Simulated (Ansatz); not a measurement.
# BF3H2O: the cost of one run

Program: Ansatz 0.2.0. Level of theory: RKS revPBE-D4/def2-SVP. These are calculated values, not measurements.

## 1. The system as given

Bond lengths: B1–F2 1.670 Å, B1–F3 1.320 Å, B1–F4 1.320 Å, B1–O5 1.710 Å, O5–H6 1.010 Å, F2–H7 1.041 Å, O5–H7 1.132 Å. Angles: B1–F2–H7 80.7°, F2–B1–F3 120.0°, F2–B1–F4 120.0°, F2–B1–O5 71.6°, F3–B1–F4 120.0°, F3–B1–O5 97.0°, F4–B1–O5 101.2°, B1–O5–H6 109.5°, B1–O5–H7 76.7°, H6–O5–H7 144.1°, F2–H7–O5 131.0°.

Coordinates:

```xyz
7

B     0.0000    0.0000    0.0000
F     0.0000    0.0000    1.6700
F     1.1431    0.0000   -0.6600
F    -1.1431    0.0000   -0.6600
O     0.0715   -1.6212    0.5392
H    -0.4750   -2.2058   -0.0770
H     0.0453   -1.0266    1.5024
```

## 2. A restrained relaxation towards end A

Springs on the bonds that form and break draw the guess towards this end; the thresholds are loose.

The input, input.yaml:

```yaml
crystal:
  periodic: [false, false, false]
  atoms:
    - { symbol: B, position_ang: [0.0, 0.0, 0.0] }
    - { symbol: F, position_ang: [0.0, 0.0, 1.67] }
    - { symbol: F, position_ang: [1.1431, 0.0, -0.66] }
    - { symbol: F, position_ang: [-1.1431, 0.0, -0.66] }
    - { symbol: O, position_ang: [0.0715, -1.6212, 0.5392] }
    - { symbol: H, position_ang: [-0.475, -2.2058, -0.077] }
    - { symbol: H, position_ang: [0.0453, -1.0266, 1.5024] }
basis:
  gaussian: { orbitals: def2-SVP }
hamiltonian:
  xc: revpbe
  dispersion: d4
relax:
  f_tol: 0.15
  max_steps: 25
  restrain:
    - { distance: [0, 4], at: 2.61, k: 30.0 }
    - { distance: [6, 1], at: 2.12, k: 30.0 }
    - { distance: [0, 1], at: 1.32, k: 30.0 }
    - { distance: [6, 4], at: 1.01, k: 30.0 }
```

Command:

```
$ ansatz run input.yaml --threads 1 --pin off --max-ram 2048MiB --backend cpu --events-out ev --progress --plain --runs-dir out
```

What time and memory should one allow on 1 thread of Intel Xeon Platinum 8259CL at 2.50GHz (Skylake/Cascade Lake), shared host?

About 19 s, with a peak of 0.16 GiB.
